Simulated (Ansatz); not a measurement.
# NaSb2Au (P-3m1) in Ansatz: a series of runs

Runs on NaSb2Au. Level: HSE06 form with a typed share of exact exchange. Tasks: single point.

All numbers are computed with Ansatz 0.2.0; they aren't measurements. Logs are shortened: lines on timing, memory, paths and dates and some standing lists are left out, and cuts for length are marked.

**1. The structure**

The structure is trigonal, space group P-3m1 (No. 164). The conventional cell has a = 4.357 Å, b = 4.357 Å, c = 6.818 Å, α = 90.00°, β = 90.00°, γ = 120.00°. Na (site symmetry -3m) has 6 Sb at 3.31 Å and 2 Au at 3.41 Å as nearest neighbours. Around Sb (site symmetry 3m) lie 3 Au at 2.81 Å. Au (site symmetry -3m) has 6 Sb at 2.81 Å as nearest neighbours.

The cell was built by a generator and needn't be a form met in nature.

**2. Single point, HSE06 form with a typed share of exact exchange**

Input file input:

```
crystal:
  lattice:
    - [4.3573, 0.0, 0.0]
    - [-2.17865, 3.77354, 0.0]
    - [0.0, 0.0, 6.81847]
  atoms:
    - { symbol: Na, position: [0.0, 0.0, 0.5] }
    - { symbol: Sb, position: [0.66667, 0.33333, 0.81632] }
    - { symbol: Sb, position: [0.33333, 0.66667, 0.18368] }
    - { symbol: Au, position: [0.0, 0.0, 0.0] }
hamiltonian:
  xc: { exchange: pbe, correlation: pbe, exx: { coeff: 0.3, omega: 0.2 } }
  pseudopotentials: { kind: paw }
kpoints:
  mp_grid: { grid: [4, 4, 2] }
scf:
  occupations: { method: fermi_dirac, width: 0.05 }
output:
  forces: true
  stress: true
  eigenvalues: true
```

Potentials or basis: Ansatz PAW.

Log:

```text
Warning: the atoms were moved onto the symmetric positions of the space group found under crystal.symmetry.tolerance 1.0e-5 (fractional; no operation is sought that the atoms, as they stand in a round, miss by more than twice it, and no atom is moved by as much as it), and the run uses the moved positions. Before a round's move an operation carried an atom to 4.36e-5 Å from where it should land, the largest such distance. Atom 1 (counting from 0) moved farthest, by 2.52e-5 Å; the longest move in fractions of the cell, of whichever atom, is 0.47 of the tolerance, in 1 round. To run the atoms as typed, lower crystal.symmetry.tolerance until the operations that they miss are no longer found, or set crystal.symmetry.detect: false (a key that needs symmetry detection or time reversal refuses this as the deck is read). The positions used, in the order of the run's atom list: position: [0.0, 0.0, 0.5]; position: [0.6666666666666666, 0.3333333333333333, 0.81632]; position: [0.3333333333333333, 0.6666666666666666, 0.18368]; position: [0.0, 0.0, 0.0]; The lattice was moved too: crystal.lattice keeps the space group found at crystal.symmetry.tolerance 1.0e-5 only nearly: the operation that it misses by the most changes a squared length by the fraction 3.45e-6. The run uses the lattice that is a stretch of the typed one, with no rotation, onto the one that keeps every operation to a double's rounding (on a very oblique basis the stretch itself rounds by more); the deck's lattice vector that moved farthest moved by 4.33e-6 Å. To run the lattice as typed, set crystal.symmetry.tolerance under 3.44e-6, the least fraction by which an operation that the lattice misses changes a squared length (the same key also sets how far an atom may lie from its image, so lowering it can lose operations that the atoms keep only within it), or set crystal.symmetry.detect: false, as for the atoms. crystal.lattice made exact, in Å and degrees: [[4.357304334799977, 0.0, 0.0], [-2.1786521673999886, 3.773536245956835, 0.0], [0.0, 0.0, 6.81847]]. Pasted over the deck's crystal.lattice, beside positions in fractional coordinates, it runs the same cell (given as lengths and angles, that cell in the form's own orientation, a rigid turn of the misfit's size from the one run here, for which a checkpoint.post_process_only pass over this run's state can be refused: where this run relaxes nothing, give such a pass this deck's own crystal.lattice, as typed; behind a relaxation, as crystal.lattice, the state's own cell, identity.cell in its checkpoint.json), and a matrix so pasted ends this notice, except on a very skew basis of the lattice, where the rounding of the pasted numbers themselves can read as a misfit: the cell is then moved again, and that move is told again. The lattice as run is in this notice's lattice.as_run_ang field (Run.prep()["deck_notices"] in Python, the deck_notice line of an events file, deck_notices of ansatz run --dry-run=json, or deck_notices in record.json in the deck's checkpoint.write directory).
Warning: output.stress: scf.convergence.dr2_threshold = 1e-7 eV (the SCF's general default) is looser than the 4e-10 eV advised for a printed stress (1e-10 eV for each atom of the cell: 4). What an SCF threshold leaves in a stress goes as its square root, and in the free energy as the threshold itself, and one threshold admits the most on a small cell: of the crystals measured, under no hybrid functional and no lock of the moments, on runs that ended without the residual-converged pass, on stresses that held no estimate of that error, the worst erred by over 100 MPa in a component at 1e-7 eV an atom and by under 5 at 1e-10. Set scf.convergence.dr2_threshold to 4e-10 eV or tighter. The threshold is an SCF's pass mark: one that does not reach it within its budget of iterations ends unconverged, or closes short of it on a stop that the run arms, and scf.convergence.dr2_threshold's page says what that costs each kind of run
Warning: output.stress: scf.exx.energy_threshold = 1e-6 eV is looser than the 4e-8 eV advised for a stress under a hybrid functional (1e-8 eV for each atom of the cell: 4). Every SCF of the exchange loop can meet its threshold on dr2 while the loop round them stops early: no threshold on dr2 bounds what that leaves in the stress. Set scf.exx.energy_threshold to 4e-8 eV or tighter. The threshold is the loop's pass mark: a loop that does not reach it within its budget of cycles ends unconverged, and scf.exx.energy_threshold's page has the law
GPUs: using 1 of 1 available (devices: 1).
Engine: ansatz 0.2.0, x86_64-unknown-linux-gnu
Pseudopotentials: kind: paw
Pseudopotential: Na, paw, valence charge 9, recommended cutoff 420 eV (normal), Na.paw.azcp
Pseudopotential: Sb, paw, valence charge 15, recommended cutoff 420 eV (normal), Sb.paw.azcp
Pseudopotential: Au, paw, valence charge 19, recommended cutoff 420 eV (normal), Au.paw.azcp
Functional definition: unnamed
  parameter a_1 = 0.3
  parameter omega_1 = 0.2/angstrom
  exchange = pbe_x + (-a_1)*pbe_x_sr(omega_1) + a_1*exact_x_sr(omega_1)
  correlation = pbe_c
device memory: the entry about to start is reckoned to put 1.1 GiB on a device that reports 66.1 GiB free (of which the cap on the GPU budget leaves the run 18.0 GiB)
GPU FFT provider: cuFFT
GPU libraries: cuBLAS 13.8.2, cuFFT 12.4.0, cuSOLVER 12.3.4
Crystal: 4 atoms, lattice volume = 112.112 Å³
Basis set: ecut = 420 eV, 2225 PW (Γ), exchange–correlation on 60×60×96 points (8 copies of the dense FFT grid, shifted against one another)
Bands: 35, of which v1, the nominal top of the filled ones, is band 29 counted from 1 (28 counted from 0)
Symmetry: 12 space group operations
Space group: P-3m1 (ITA 164), of the structure as read, at distance tolerance 4.8e-5 Å
k-points: 8 of 32
Non-local potential: Na, projectors of the file, l = 0: 3, l = 1: 2, l = 2: 1
Non-local potential: Sb, projectors of the file, l = 0: 2, l = 1: 2, l = 2: 2, l = 3: 2
Non-local potential: Au, projectors of the file, l = 0: 3, l = 1: 2, l = 2: 2, l = 3: 1
PAW form: soft (Blöchl's): semilocal exchange-correlation on the pseudo side does not see the compensation charge
PAW frozen core: Na, regenerated for the run's functional, and the local potential with it (the file was generated under x = pbe(κ = 0.804, μ = 0.2195149727645171), c = pbe(β = 0.06672455060314922))
PAW frozen core: Sb, regenerated for the run's functional, and the local potential with it (the file was generated under x = pbe(κ = 0.804, μ = 0.2195149727645171), c = pbe(β = 0.06672455060314922))
PAW frozen core: Au, regenerated for the run's functional, and the local potential with it (the file was generated under x = pbe(κ = 0.804, μ = 0.2195149727645171), c = pbe(β = 0.06672455060314922))
PAW one-centre angular grid: Na, 110 points (default); XC on 96 Gauss nodes
PAW one-centre angular grid: Sb, 590 points (default); XC on 64 Gauss nodes
PAW one-centre angular grid: Au, 590 points (default); XC on 64 Gauss nodes
Initial density: superposition of atomic densities (neutral atoms: chi_scale 0, normalization atom), corrected by the library's trained network
Initial wavefunctions: pseudopotential atomic-orbital guess
GPU buffer pool allocated for 43200 grid points (all kernels)
GPU transforms: local potential and band sums: pruned to the plane-wave sphere, on 30×30×45
Functional: x = pbe(κ = 0.804, μ = 0.2195149727645171), c = pbe(β = 0.06672455060314922), warm-up for x = pbe(κ = 0.804, μ = 0.2195149727645171) + 0.3 (exact − pbe) at short range (hse, ω = 0.2 Å⁻¹), c = pbe(β = 0.06672455060314922)
SCF iter   1: F=—  HF=-27605.339490 eV  |F-HF|=—  |Δ(HF+E_count)|=         —  Δρ=2.20e-3  dr2=4.16e-3  ethr=1.77e-3  ⟨swp⟩=8.4  Hψ=1133  notcnv=0
preconditioner: auto → Kerker (q_TF=auto, 2.444 Å⁻¹)  [metal: Δε(μ)=0.059 eV  Ē_g=8.248 eV  σ=0.050 eV  W_gap=0.28  n_scr=22 (ndim 8)  ℏωp=16.4 eV  f_vac=0.065  D(μ)=3.56/eV (n_scr^D=22)]
SCF iter   2: F=—  HF=-27605.339988 eV  |F-HF|=—  |Δ(HF+E_count)|=   4.98e-4  Δρ=1.08e-3  dr2=1.14e-3  ethr=7.17e-6  ⟨swp⟩=3.8  Hψ=754  notcnv=0  defer=1
[... 32 lines left out ...]
hybrid outer 1: dexx = +1.864e-2 eV, tail = 1.83e-4 eV
GPU FFT provider: cuFFT
GPU libraries: cuBLAS 13.8.2, cuFFT 12.4.0, cuSOLVER 12.3.4
GPU buffer pool allocated for 43200 grid points (all kernels)
GPU transforms: local potential and band sums: pruned to the plane-wave sphere, on 30×30×45
Exchange kernel: α = 0.3000, screened, ω = 0.2000 Å⁻¹, Wigner–Seitz truncation, v(0) = 1106.8438 eV·Å³, q-mesh 4×4×2, nearest image of the exchange supercell L = 13.64 Å, pair-density grid 20×20×32, without the augmentation charges, whose exchange is taken in its separable form by FFT convolution over the k-point mesh (sized by the pseudopotential files, 27×27×48 at the most), smooth part of the exact exchange by density-matrix convolution in up to 2.08 GiB of GPU memory as planned if the GPU has room (build and FFT work areas not counted)
Frozen-core exchange: fock
SCF iter   1: F=—  HF=-27619.085848 eV  |F-HF|=—  |Δ(HF+E_count)|=         —  Δρ=9.15e-5  dr2=8.38e-6  ethr=1.58e-6  ⟨swp⟩=4.2  Hψ=627  notcnv=0
preconditioner: auto → Kerker (q_TF=auto, 2.444 Å⁻¹)  [metal: Δε(μ)=0.055 eV  Ē_g=9.727 eV  σ=0.050 eV  W_gap=0.26  n_scr=22 (ndim 8)  ℏωp=16.4 eV  f_vac=0.064  D(μ)=3.59/eV (n_scr^D=22)]
SCF iter   2: F=—  HF=-27619.085852 eV  |F-HF|=—  |Δ(HF+E_count)|=   3.19e-6  Δρ=5.70e-5  dr2=4.13e-6  ethr=1.38e-8  ⟨swp⟩=4.1  Hψ=742  notcnv=0
SCF iter   3: F=—  HF=-27619.085850 eV  |F-HF|=—  |Δ(HF+E_count)|=   1.26e-6  Δρ=1.96e-5  dr2=9.49e-7  ethr=7.06e-9  ⟨swp⟩=3.2  Hψ=593  notcnv=0  defer=1
SCF iter   4: F=—  HF=-27619.085850 eV  |F-HF|=—  |Δ(HF+E_count)|=   1.58e-7  Δρ=9.67e-6  dr2=1.52e-7  ethr=1.61e-9  ⟨swp⟩=4.4  Hψ=624  notcnv=0
SCF iter   5: F=—  HF=-27619.085850 eV  |F-HF|=—  |Δ(HF+E_count)|=   3.81e-8  Δρ=3.61e-6  dr2=2.78e-8  ethr=2.56e-10  ⟨swp⟩=4.5  Hψ=682  notcnv=0  defer=1
SCF iter   6: F=—  HF=-27619.085850 eV  |F-HF|=—  |Δ(HF+E_count)|=   4.51e-9  Δρ=1.26e-6  dr2=2.43e-9  ethr=4.73e-11  ⟨swp⟩=4.0  Hψ=641  notcnv=0  defer=1
SCF iter   7: F=-27619.085850 eV  HF=-27619.085850 eV  |F-HF|=1.16e-10  |Δ(HF+E_count)|=  3.64e-11  Δρ=4.84e-7  dr2=2.70e-10  ethr=4.14e-12  ⟨swp⟩=4.5  Hψ=673  notcnv=0  defer=1
SCF 3 converged in 7 iterations: F = -27619.085850 eV  dr2 = 2.70e-10
  Residual-converged pass: ⟨swp⟩=3.6  Hψ=659  notcnv=0  max |occ|·‖R‖ = 2.6e-7 eV (tolerance 2.7e-7 eV)  dr2=2.77e-10  dr2_onsite=7.96e-11  max |Δocc| = 8.8e-13
hybrid outer 2: dexx = +3.422e-6 eV, tail = 5.70e-8 eV, Δε = 5.75e-3 eV (about 1.46e-4 eV left of the loop's levels), ΔF = 5.10e-4 eV/Å (tail 2.17e-4)
hybrid SCF converged: 2 outer / 13 inner (+11 warm-up), last move |dexx| = 3.42e-6 eV, tail = 5.70e-8 eV
Stability not checked: this state was not tested for a lower state beside it, because the functional holds exact exchange (a hybrid, or Hartree-Fock), whose exchange loop this test does not read (fock_operator; see scf.lower_state_search)
Free energy (F): -27619.085850 eV
Frozen-core exchange: fock
Harris-Foulkes:  -27619.085850 eV  (|F-HF|=1.16e-10)
Internal energy: -27619.059239 eV  (E = F + TS)
E sigma→0 (E₀):  -27619.072545 eV
Entropy (-TS):   -0.026611 eV (-6.653 meV/atom)
Fermi energy:    8.784798 eV
--- Per-component energies (eV) ---
  E_band       = -1144.179293
  E_kinetic    = 1136.760882
  E_local      = -8226.904085  (includes V_loc(G=0)·N_el)
  E_nonlocal   = 912.283156
  E_hartree    = 3555.261569
  E_xc         = -413.073969
  E_vxc        = -391.270496  (∫ρ·V_xc dr)
  E_exx        = -234.322256  (= α·E_x^exact, valence–valence)
  E_paw        = -19030.674433  (= ΣΔE_a)
  E_vpaw       = -1216.929713  (= ΣTr[D̂ρ^β])
  E_aug_tail   = 0.001403  (compensation charges beyond the density's cutoff)
  E_ewald      = -5316.125276
  E_core_change = -2.266230  (= ΣΔE_core)
  E_smearing   = -0.026611  (= −TS)
  E_closure    = -0.000001  (closes the sum)
  Σ components = -27619.085850   (vs F -27619.085850, Δ=-3.64e-12)
--- Forces (eV/Å), atoms counted from 1 ---
  atom   1  Na    -0.00000000    -0.00000000     0.00000000
  atom   2  Sb     0.00000000    -0.00000000     0.22924918
  atom   3  Sb     0.00000000     0.00000000    -0.22924918
  atom   4  Au     0.00000000     0.00000000     0.00000000
  max |Σ_I F_I| component: 2.31e-18 eV/Å
--- Stress (GPa, compression-positive) ---
       -2.682879      -0.000000       0.000000
        0.000000      -2.682879      -0.000000
        0.000000      -0.000000      -0.274541
  P = ⅓ Tr σ = -1.8801 GPa (-18.801 kbar)
--- Band table (eV; the first three rows and the last of 8) ---
  k-point 0: bands = ["-103.3363", "-53.2620", "-53.2620", "-53.1578", "-49.2557", "-23.4118", "-23.4118", "-23.4070", "-23.4070", "-23.3985", "-23.3985", "-23.3951", "-23.3859", "-23.3768", "-23.3768", "-19.0756", "-19.0756", "-19.0680", "-4.2497", "-1.0734", "1.5735", "1.5735", "1.9432", "2.5600", "2.5600", "5.0210", "8.9905", "8.9905", "9.7654", "10.3986", "10.3986", "11.7049", "12.7477", "14.6140", "14.6140"]
  k-point 1: bands = ["-103.3363", "-53.2620", "-53.2620", "-53.1577", "-49.2557", "-23.4118", "-23.4118", "-23.4071", "-23.4071", "-23.3985", "-23.3985", "-23.3953", "-23.3850", "-23.3768", "-23.3768", "-19.0756", "-19.0756", "-19.0682", "-4.1588", "-1.4257", "1.5749", "1.5749", "2.1863", "2.5597", "2.5597", "6.3773", "7.4555", "8.9222", "8.9222", "10.5754", "10.5754", "12.3698", "12.7661", "14.1557", "14.1557"]
  k-point 2: bands = ["-103.3363", "-53.2615", "-53.2610", "-53.1573", "-49.2557", "-23.4120", "-23.4113", "-23.4072", "-23.4042", "-23.3986", "-23.3969", "-23.3903", "-23.3888", "-23.3783", "-23.3764", "-19.0785", "-19.0762", "-19.0672", "-3.5512", "-1.4116", "1.8119", "1.9408", "2.2476", "2.5048", "2.6623", "4.6992", "5.8906", "7.3505", "8.2653", "10.0298", "10.8862", "11.9044", "13.7191", "14.9016", "15.3298"]
  k-point 7: bands = ["-103.3363", "-53.2608", "-53.2604", "-53.1569", "-49.2556", "-23.4167", "-23.4058", "-23.4055", "-23.4007", "-23.3984", "-23.3965", "-23.3938", "-23.3849", "-23.3797", "-23.3770", "-19.0803", "-19.0780", "-19.0665", "-2.3955", "-1.8018", "1.8959", "2.0022", "2.4551", "2.6213", "3.0417", "3.1042", "5.1513", "6.0469", "7.2338", "10.0074", "10.4018", "13.0987", "13.1646", "14.8788", "14.9767"]
```

Run time: 18 s. Hardware: 1 × NVIDIA H100 80GB HBM3 with 2 threads of AMD EPYC 7R13 (Zen 3), shared host; peak memory 2.1 GiB.

Results:

| Quantity | Value |
| --- | --- |
| Free energy | -27619.0858 eV |
| Pressure | -1.9 GPa |
| Largest force | 0.229 eV/Å |
| Band gap on the k mesh | none (metal or under the smearing width) |

Forces in eV/Å, atoms in the order of the input:
```
Na   0.000  0.000  0.000
Sb   0.000  0.000  0.229
Sb   0.000  0.000 -0.229
Au   0.000  0.000  0.000
```

Stress tensor (GPa, compression positive):
```
-2.68  0.00  0.00
 0.00 -2.68  0.00
 0.00  0.00 -0.27
```

Caveat: the k mesh is coarse (spacing up to 0.46 Å⁻¹), so the values aren't converged, least of all with exact exchange; the PAW data sets come from PBE, with cores solved anew for the run's functional, which leaves a small shift of forces and pressure; the thresholds are loose for stress. The run has no spin-orbit coupling, so splittings on Au, Sb are missing.

**3. Single point, HSE06 form with a typed share of exact exchange**

input, as its differences from that of step 2:

```diff
@@ -11,3 +11,3 @@
 hamiltonian:
-  xc: { exchange: pbe, correlation: pbe, exx: { coeff: 0.3, omega: 0.2 } }
+  xc: { exchange: pbe, correlation: pbe, exx: { coeff: 0.4, omega: 0.2 } }
   pseudopotentials: { kind: paw }
@@ -21 +21,5 @@
   eigenvalues: true
+  write_density: true
+  write_potential: true
+  elf: true
+  volumetric_format: npy
```

Potentials or basis: Ansatz PAW.

Wall time 12 s (1 × NVIDIA H100 80GB HBM3 with 2 threads of AMD EPYC 7R13 (Zen 3), shared host); peak memory 2.1 GiB.

The run converged. Its results:

| Item | Value |
| --- | --- |
| Free energy | -27623.7373 eV |
| Pressure | -2.6 GPa |
| Largest force | 0.336 eV/Å |
| Band gap on the k mesh | none (metal or under the smearing width) |

Forces on the atoms (eV/Å):
```
Na   0.000  0.000  0.000
Sb   0.000  0.000  0.336
Sb   0.000  0.000 -0.336
Au   0.000  0.000  0.000
```

Stress tensor (GPa, compression positive):
```
-3.56  0.00  0.00
 0.00 -3.56  0.00
 0.00  0.00 -0.65
```

Levels at points of the mesh, in eV from the Fermi level:
| k point | band 27 | band 28 | band 29 | band 30 | band 31 | band 32 |
| --- | --- | --- | --- | --- | --- | --- |
| (0.00, 0.00, 0.00) | 0.20 | 0.20 | 1.07 | 1.66 | 1.66 | 3.15 |
| (0.00, 0.00, -0.50) | -1.36 | 0.13 | 0.13 | 1.85 | 1.85 | 3.70 |
| (0.00, -0.50, 0.00) | -4.02 | -2.76 | -1.97 | 0.63 | 2.29 | 2.45 |
| (0.00, -0.50, -0.50) | -4.50 | -2.67 | -0.85 | 0.88 | 1.79 | 3.23 |

Caveat: the k mesh is coarse (spacing up to 0.46 Å⁻¹), so the values aren't converged, least of all with exact exchange; the PAW data sets come from PBE, with cores solved anew for the run's functional, which leaves a small shift of forces and pressure; the thresholds are loose for stress.

**4. Single point, HSE06 form with a typed share of exact exchange**

input, as its differences from that of step 3:

```diff
@@ -11,3 +11,3 @@
 hamiltonian:
-  xc: { exchange: pbe, correlation: pbe, exx: { coeff: 0.4, omega: 0.2 } }
+  xc: { exchange: pbe, correlation: pbe, exx: { coeff: 0.5, omega: 0.2 } }
   pseudopotentials: { kind: paw }
@@ -21,5 +21 @@
   eigenvalues: true
-  write_density: true
-  write_potential: true
-  elf: true
-  volumetric_format: npy
```

Wall time 14 s (1 × NVIDIA H100 80GB HBM3 with 2 threads of AMD EPYC 7R13 (Zen 3), shared host); peak memory 2.2 GiB.

The run converged. Its results:

```yaml
Free_energy: -27628.4220 eV
Pressure: -3.3 GPa
Largest_force: 0.442 eV/Å
Band_gap_on_the_k_mesh: none (metal or under the smearing width)
```

Forces on the atoms (eV/Å):
```
Na   0.000  0.000  0.000
Sb   0.000  0.000  0.442
Sb   0.000  0.000 -0.442
Au   0.000  0.000  0.000
```

Stress tensor (GPa, compression positive):
```
-4.40  0.00  0.00
 0.00 -4.40  0.00
 0.00  0.00 -1.05
```

Levels at points of the mesh, in eV from the Fermi level:
```csv
k point,band 27,band 28,band 29,band 30,band 31,band 32
"(0.00, 0.00, 0.00)",0.18,0.18,1.17,1.71,1.71,3.39
"(0.00, 0.00, -0.50)",-1.39,0.11,0.11,1.90,1.90,3.82
"(0.00, -0.50, 0.00)",-4.23,-2.91,-2.08,0.69,2.39,2.59
"(0.00, -0.50, -0.50)",-4.72,-2.82,-0.93,0.96,1.87,3.40
```

Caveat: the k mesh is coarse (spacing up to 0.46 Å⁻¹), so the values aren't converged, least of all with exact exchange; the PAW data sets come from PBE, with cores solved anew for the run's functional, which leaves a small shift of forces and pressure; the thresholds are loose for stress. The run has no spin-orbit coupling, so splittings on Au, Sb are missing.

**5. Summary**

```csv
share of exact exchange,gap on the mesh (eV),pressure (GPa),largest force (eV/Å)
0.3,none,-1.9,0.23
0.4,none,-2.6,0.34
0.5,none,-3.3,0.44
```

Alike in all rows: task single point; level HSE06 form with a typed share of exact exchange; potentials or basis Ansatz PAW; no spin polarisation; cell as given; k mesh 4 × 4 × 2; cutoff (eV) 420; smearing fermi-dirac 0.05 eV; the mesh is coarse, so values aren't converged.

Caveats: all runs use coarse meshes; the PAW data sets come from PBE, with cores solved anew for the run's functional, which leaves a small shift of forces and pressure; the thresholds are loose for stress.

Total energies depend on the potentials used, so only differences within one code and one set of settings carry meaning.
